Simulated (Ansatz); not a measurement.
# C₂H₆Cl₂Hf: shape, modes and thermochemistry

Aim: relax C₂H₆Cl₂Hf from a cheap starting geometry, check the end point by its vibrations and derive ideal-gas thermochemistry.

Method: RKS PBE0-D4/def2-TZVP; program: Ansatz 0.2.0, Gaussian basis.

Plan: relaxation at PBE0-D4/def2-TZVP; harmonic vibrations at the same level.

1 further run of the same task is left out (set aside as unsound or not needed). Runs told in other sessions of the task aren't counted.

## 1. Where the work starts

11 atoms, charge 0, spin multiplicity 1.

Atoms are counted from 1 here; the program's logs count them from 0.

Bond lengths: C1–Hf2 2.240 Å, C1–H6 1.098 Å, C1–H7 1.101 Å, C1–H8 1.098 Å, Hf2–C3 2.241 Å, Hf2–Cl4 2.341 Å, Hf2–Cl5 2.342 Å, C3–H9 1.098 Å, C3–H10 1.100 Å, C3–H11 1.098 Å. Angles: Hf2–C1–H6 113.5°, Hf2–C1–H7 110.3°, Hf2–C1–H8 113.4°, H6–C1–H7 106.4°, H6–C1–H8 106.3°, H7–C1–H8 106.4°, C1–Hf2–C3 114.2°, C1–Hf2–Cl4 109.5°, C1–Hf2–Cl5 109.5°, C3–Hf2–Cl4 109.6°, C3–Hf2–Cl5 109.8°, Cl4–Hf2–Cl5 103.7°, Hf2–C3–H9 114.1°, Hf2–C3–H10 110.8°, Hf2–C3–H11 112.2°, H9–C3–H10 106.4°, H9–C3–H11 106.4°, H10–C3–H11 106.5°.

The start is a GFN2-xTB geometry. Hf takes the def2 core potential; no spin-orbit term is included.

## 2. Optimising with PBE0-D4/def2-TZVP

in.yaml

```yaml
crystal:
  periodic: [false, false, false]
  atoms:
    - {symbol: C, position_ang: [-1.755040, 0.663570, 0.491870]}
    - {symbol: Hf, position_ang: [0.155250, 0.346090, -0.634040]}
    - {symbol: C, position_ang: [1.559450, -1.111310, 0.329130]}
    - {symbol: Cl, position_ang: [-0.330670, -0.356740, -2.813540]}
    - {symbol: Cl, position_ang: [1.231340, 2.403340, -0.940360]}
    - {symbol: H, position_ang: [-1.605020, 1.060040, 1.505010]}
    - {symbol: H, position_ang: [-2.392550, 1.390280, -0.034680]}
    - {symbol: H, position_ang: [-2.353320, -0.250450, 0.603570]}
    - {symbol: H, position_ang: [1.493160, -1.141610, 1.424320]}
    - {symbol: H, position_ang: [2.604300, -0.863980, 0.088710]}
    - {symbol: H, position_ang: [1.393100, -2.139230, -0.020010]}
basis:
  gaussian: {orbitals: def2-TZVP}
hamiltonian: {xc: pbe0, dispersion: d4}
relax: {f_tol: 0.005, max_steps: 150}
```

Launch:

```sh
> ansatz run in.yaml --threads 4 --pin off --events-out ev --progress --plain --max-ram 11315MiB
```

Further steps of the session: Harmonic vibrations.

Q: Predict the results of all the runs planned. Wanted: point group; shift from the start; total energy; dispersion term; dipole moment; lowest, highest wavenumber; zero-point energy.

**Answer**, as computed:

| quantity | value |
| --- | --- |
| point group | C2v |
| steps | 24 |
| shift from the start (rms) | 0.336 Å |
| total energy | -28519.2064 eV |
| dispersion term | -217 meV |
| dipole moment | 1.54 D |
| lowest, highest wavenumber | 49, 3103 cm⁻¹ |
| zero-point energy | 184.4 kJ/mol |
| entropy at 298.15 K | 427.3 J/(mol K) |

What this shows: The relaxed geometry lies 0.34 Å (rms) from the start; the bond that changed most is Hf2–C3, from 2.241 to 2.190 Å. No mode is imaginary: a true minimum at this level. The stiffest mode, 3103 cm⁻¹, is a C–H stretch, and 7 modes under 200 cm⁻¹ make the vibrational entropy uncertain. Harmonic hybrid wavenumbers usually lie a few per cent above measured fundamentals. The largest Mulliken charge, +1.16 e, sits on Hf2.
